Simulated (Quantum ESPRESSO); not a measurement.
# Ge (I4_1/amd) in Quantum ESPRESSO: single point with LDA

Aim: the single point of Ge with LDA.

Program: Quantum ESPRESSO 7.5. These are calculated values, not measurements. Logs are shortened: lines on timing, memory, paths and dates and some standing lists are left out, and cuts for length are marked.

### 1 The structure

The structure is tetragonal, space group I4_1/amd (No. 141). Conventional cell: a = 3.818 Å, b = 3.818 Å, c = 5.821 Å, α = 90.00°, β = 90.00°, γ = 90.00°. Ge (site symmetry -4m2) has 4 Ge at 2.40 Å as nearest neighbours.

### 2 Single point, LDA

Contents of pw.in:

```
&CONTROL
  calculation = 'scf'
  prefix = 'pwscf'
  outdir = './tmp'
  pseudo_dir = './pseudo'
  tprnfor = .true.
  tstress = .true.
  disk_io = 'nowf'
/
&SYSTEM
  ibrav = 0
  nat = 2
  ntyp = 1
  ecutwfc = 78
  nbnd = 21
  occupations = 'smearing'
  smearing = 'gaussian'
  degauss = 0.00073499
/
&ELECTRONS
  conv_thr = 4d-10
  electron_maxstep = 120
  mixing_beta = 0.5
/
ATOMIC_SPECIES
Ge    72.6300 Ge.upf
CELL_PARAMETERS angstrom
   0.0000000000    2.7000000000    2.9103750000
   2.7000000000    0.0000000000    2.9103750000
   2.7000000000    2.7000000000    0.0000000000
ATOMIC_POSITIONS crystal
Ge     0.0000000000    0.0000000000    0.0000000000
Ge     0.2500000000    0.2500000000    0.2500000000
K_POINTS automatic
10 10 10 0 0 0
```

Potentials or basis: PseudoDojo 0.4.1 SR LDA standard.

Launch:

```sh
OMP_NUM_THREADS=1 pw.x -in pw.in > pw.out
```

pw.out:

```text
This program is part of the open-source Quantum ESPRESSO suite
     for quantum simulation of materials; please cite
         "P. Giannozzi et al., J. Phys.:Condens. Matter 21 395502 (2009);
         "P. Giannozzi et al., J. Phys.:Condens. Matter 29 465901 (2017);
         "P. Giannozzi et al., J. Chem. Phys. 152 154105 (2020);
     in publications or presentations arising from this work. More details at

     Message from routine setup:
     using ibrav=0 with symmetry is DISCOURAGED, use correct ibrav instead

     G-vector sticks info
     --------------------
     sticks:   dense  smooth     PW     G-vecs:    dense   smooth      PW
     Sum        1177    1177    351                26599    26599    4329

     Using Slab Decomposition

     bravais-lattice index     =            0
     lattice parameter (alat)  =       7.5021  a.u.
     unit-cell volume          =     286.3539 (a.u.)^3
     number of atoms/cell      =            2
     number of atomic types    =            1
     number of electrons       =        28.00
     number of Kohn-Sham states=           21
     kinetic-energy cutoff     =      78.0000  Ry
     charge density cutoff     =     312.0000  Ry
     scf convergence threshold =      4.0E-10
     mixing beta               =       0.5000
     number of iterations used =            8  plain     mixing
     Exchange-correlation= SLA  PW   NOGX NOGC
                           (   1   4   0   0   0   0   0)

     celldm(1)=   7.502066  celldm(2)=   0.000000  celldm(3)=   0.000000
     celldm(4)=   0.000000  celldm(5)=   0.000000  celldm(6)=   0.000000

     crystal axes: (cart. coord. in units of alat)
               a(1) = (   0.000000   0.680114   0.733106 )
               a(2) = (   0.680114   0.000000   0.733106 )
               a(3) = (   0.680114   0.680114   0.000000 )

     reciprocal axes: (cart. coord. in units 2 pi/alat)
               b(1) = ( -0.735171  0.735171  0.682029 )
               b(2) = (  0.735171 -0.735171  0.682029 )
               b(3) = (  0.735171  0.735171 -0.682029 )

     PseudoPot. # 1 for Ge read from file:
     Ge.upf
     Pseudo is Norm-conserving + core correction, Zval = 14.0
     Generated using ONCVPSP code by D. R. Hamann
     Using radial grid of 1524 points,  6 beta functions with:
                l(1) =   0
                l(2) =   0
                l(3) =   1
                l(4) =   1
                l(5) =   2
                l(6) =   2

     atomic species   valence    mass     pseudopotential
     Ge               14.00    72.63000     Ge( 1.00)

     16 Sym. Ops., with inversion, found ( 8 have fractional translation)

   Cartesian axes

     site n.     atom                  positions (alat units)
         1        Ge     tau(   1) = (   0.0000000   0.0000000   0.0000000  )
         2        Ge     tau(   2) = (   0.3400570   0.3400570   0.3665531  )

     number of k points=   102  Gaussian smearing, width (Ry)=  0.0007

     Number of k-points >= 100: set verbosity='high' to print them.

     Dense  grid:    26599 G-vectors     FFT dimensions: (  48,  48,  48)

     Initial potential from superposition of free atoms

     starting charge      27.9987, renormalised to      28.0000
     Starting wfcs are   18 randomized atomic wfcs +    3 random wfcs

     Self-consistent Calculation

     iteration #  1     ecut=    78.00 Ry     beta= 0.50
     Davidson diagonalization with overlap
     ethr =  1.00E-02,  avg # of iterations =  5.2

     Threshold (ethr) on eigenvalues was too large:
     Diagonalizing with lowered threshold

     Davidson diagonalization with overlap
     ethr =  1.33E-04,  avg # of iterations =  3.4

     total energy              =    -356.93656466 Ry
     estimated scf accuracy    <       0.03838623 Ry

     iteration #  2     ecut=    78.00 Ry     beta= 0.50
     Davidson diagonalization with overlap
     ethr =  1.37E-04,  avg # of iterations =  1.1

     total energy              =    -356.93540519 Ry
     estimated scf accuracy    <       0.00622463 Ry

     iteration #  3     ecut=    78.00 Ry     beta= 0.50
     Davidson diagonalization with overlap
     ethr =  2.22E-05,  avg # of iterations =  3.5

     total energy              =    -356.93585671 Ry
     estimated scf accuracy    <       0.00008736 Ry

     iteration #  4     ecut=    78.00 Ry     beta= 0.50
     Davidson diagonalization with overlap
     ethr =  3.12E-07,  avg # of iterations =  4.0

     total energy              =    -356.93586711 Ry
     estimated scf accuracy    <       0.00000319 Ry

     iteration #  5     ecut=    78.00 Ry     beta= 0.50
     Davidson diagonalization with overlap
     ethr =  1.14E-08,  avg # of iterations =  1.7

     total energy              =    -356.93586714 Ry
     estimated scf accuracy    <       0.00000028 Ry

     iteration #  6     ecut=    78.00 Ry     beta= 0.50
     Davidson diagonalization with overlap
     ethr =  9.92E-10,  avg # of iterations =  2.0

     total energy              =    -356.93586724 Ry
     estimated scf accuracy    <       0.00000005 Ry

     iteration #  7     ecut=    78.00 Ry     beta= 0.50
     Davidson diagonalization with overlap
     ethr =  1.70E-10,  avg # of iterations =  2.0

     total energy              =    -356.93586725 Ry
     estimated scf accuracy    <          2.6E-09 Ry

     iteration #  8     ecut=    78.00 Ry     beta= 0.50
     Davidson diagonalization with overlap
     ethr =  9.19E-12,  avg # of iterations =  1.4

     End of self-consistent calculation

     Number of k-points >= 100: set verbosity='high' to print the bands.

     the Fermi energy is    10.3199 ev

!    total energy              =    -356.93586725 Ry
     estimated scf accuracy    <          9.2E-11 Ry
     smearing contrib. (-TS)   =      -0.00000166 Ry
     internal energy E=F+TS    =    -356.93586559 Ry

     The total energy is F=E-TS. E is the sum of the following terms:
     one-electron contribution =    -176.95000583 Ry
     hartree contribution      =     107.93787089 Ry
     xc contribution           =     -85.93190853 Ry
     ewald contribution        =    -201.99182213 Ry

     convergence has been achieved in   8 iterations

     Forces acting on atoms (cartesian axes, Ry/au):

     atom    1 type  1   force =     0.00000000    0.00000000    0.00000000
     atom    2 type  1   force =     0.00000000    0.00000000   -0.00000000

     Total force =     0.000000     Total SCF correction =     0.000000

     Computing stress (Cartesian axis) and pressure

          total   stress  (Ry/bohr**3)                   (kbar)     P=       35.10
   0.00038804  -0.00000000   0.00000000           57.08       -0.00        0.00
  -0.00000000   0.00038804   0.00000000           -0.00       57.08        0.00
   0.00000000   0.00000000  -0.00006035            0.00        0.00       -8.88

=------------------------------------------------------------------------------=
   JOB DONE.
=------------------------------------------------------------------------------=
```

Run time: 3.6 min. Hardware: 1 thread of Arm Neoverse N1, shared host; peak memory 0.16 GiB.

What came out:

- Free energy: -4856.3599 eV
- Pressure: 3.5 GPa
- Band gap on the k mesh: none (metal or under the smearing width)

Levels at points of the mesh, in eV from the Fermi level:
```
             k point  band 12  band 13  band 14  band 15  band 16  band 17
  (0.00, 0.00, 0.00)    -0.57     0.09     0.09     0.22     2.34     2.34
 (0.00, 0.00, -0.50)    -8.08    -2.00    -1.25     0.00     3.52     3.89
(0.00, -0.50, -0.50)    -9.18    -3.60    -3.60     0.25     0.25     9.46
(-0.50, -0.50, 0.00)    -9.59    -3.04    -3.04     0.90     0.90     9.75
```
